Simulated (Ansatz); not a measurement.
**InH3O3: vertical ionisation energy**

The task here is to estimate one member of a computed series from the others.

Computed with Ansatz 0.2.0, Gaussian basis. Level: unrestricted cation, the program's frozen cores in correlated methods.

Levels to be run: UKS PBE-D4/def2-TZVPP; UKS r2SCAN-D4/def2-TZVPP; UKS PBE0-D4/def2-TZVPP; UKS B3LYP-D4/def2-TZVPP; UKS wB97X-V/def2-TZVPP; UKS wB97M-V/def2-TZVPP; UKS B2PLYP/def2-TZVPP; UHF-CCSD(T)/def2-TZVPP; UHF-MP2/def2-QZVPP; extrapolation to the limit; then −ε(HOMO) from the neutral's earlier runs with LDA (SPW92), PBE-D4, revPBE-D4, BLYP-D4, r2SCAN-D4, B97M-V, PBE0-D4, B3LYP-D4, r2SCANh-D4, r2SCAN0-D4, HSE06-D4, BHLYP-D4, CAM-B3LYP-D4, LC-ωPBE, ωB97X-V, ωB97M-V.

## The relaxed structure

All runs share one geometry, relaxed beforehand with PBE0-D4 in a triple-zeta def2 set. In takes the def2 core potential; no spin-orbit term is included.

SMILES `[OH][In]([OH])[OH]`, 7 atoms, charge 0, spin multiplicity 1.

Atoms are counted from 1 here; the program's logs count them from 0.

Bond lengths: O1–In2 1.973 Å, O1–H5 0.961 Å, In2–O3 1.973 Å, In2–O4 1.973 Å, O3–H6 0.961 Å, O4–H7 0.961 Å. Angles: In2–O1–H5 112.2°, O1–In2–O3 120.0°, O1–In2–O4 120.0°, O3–In2–O4 120.0°, In2–O3–H6 112.1°, In2–O4–H7 112.2°.

The first run:

Input file in.yaml:

```yaml
crystal:
  periodic: [false, false, false]
  atoms:
    - {symbol: O, position_ang: [-1.905633, 0.445690, -0.146566]}
    - {symbol: In, position_ang: [0.008430, -0.009966, -0.006308]}
    - {symbol: O, position_ang: [0.989115, 0.352292, 1.666424]}
    - {symbol: O, position_ang: [0.942763, -0.827666, -1.539095]}
    - {symbol: H, position_ang: [-2.245059, 0.837316, 0.662577]}
    - {symbol: H, position_ang: [1.911103, 0.087557, 1.610307]}
    - {symbol: H, position_ang: [0.360681, -0.953125, -2.293239]}
basis:
  gaussian: {orbitals: def2-TZVPP}
total_charge: 1
magnetization: {spin_polarized: true, initial_magnetization: 1}
hamiltonian: {xc: pbe, dispersion: d4}
```

Command:

```bash
$ ansatz run in.yaml --threads 2 --pin off --events-out ev --progress --plain --max-ram 32768MiB --backend cpu
```

Among the steps run: Cation, UKS PBE-D4/def2-TZVPP; Cation, UKS r2SCAN-D4/def2-TZVPP; Cation, UKS PBE0-D4/def2-TZVPP; Cation, UKS B3LYP-D4/def2-TZVPP; Cation, UKS wB97X-V/def2-TZVPP; Cation, UKS wB97M-V/def2-TZVPP; Cation, UKS B2PLYP (frozen core)/def2-TZVPP; Cation, UHF-CCSD(T)/def2-TZVPP; Cation, UHF-MP2/def2-QZVPP.

One of the session's tables, all rows but one given; the rest of the session is left out.

For comparison, −ε(HOMO) of the neutral from earlier runs:

| functional | −ε(HOMO) (eV) |
| --- | --- |
| LDA (SPW92) | 7.21 |
| PBE-D4 | 6.97 |
| revPBE-D4 | 6.88 |
| BLYP-D4 | 6.88 |
| r2SCAN-D4 | 7.34 |
| B97M-V | 7.39 |
| PBE0-D4 | 8.68 |
| B3LYP-D4 | 8.41 |
| r2SCANh-D4 | 7.98 |
| r2SCAN0-D4 | 8.96 |
| HSE06-D4 | 8.26 |
| BHLYP-D4 | 10.35 |
| CAM-B3LYP-D4 | ? |
| LC-ωPBE | 11.59 |
| ωB97X-V | 11.23 |
| ωB97M-V | 11.17 |

Estimate the missing values for CAM-B3LYP-D4.

As computed: −ε(HOMO) (eV): 10.22. In the column «−ε(HOMO) (eV)» it lies between r2SCAN0-D4 (8.96) and BHLYP-D4 (10.35).
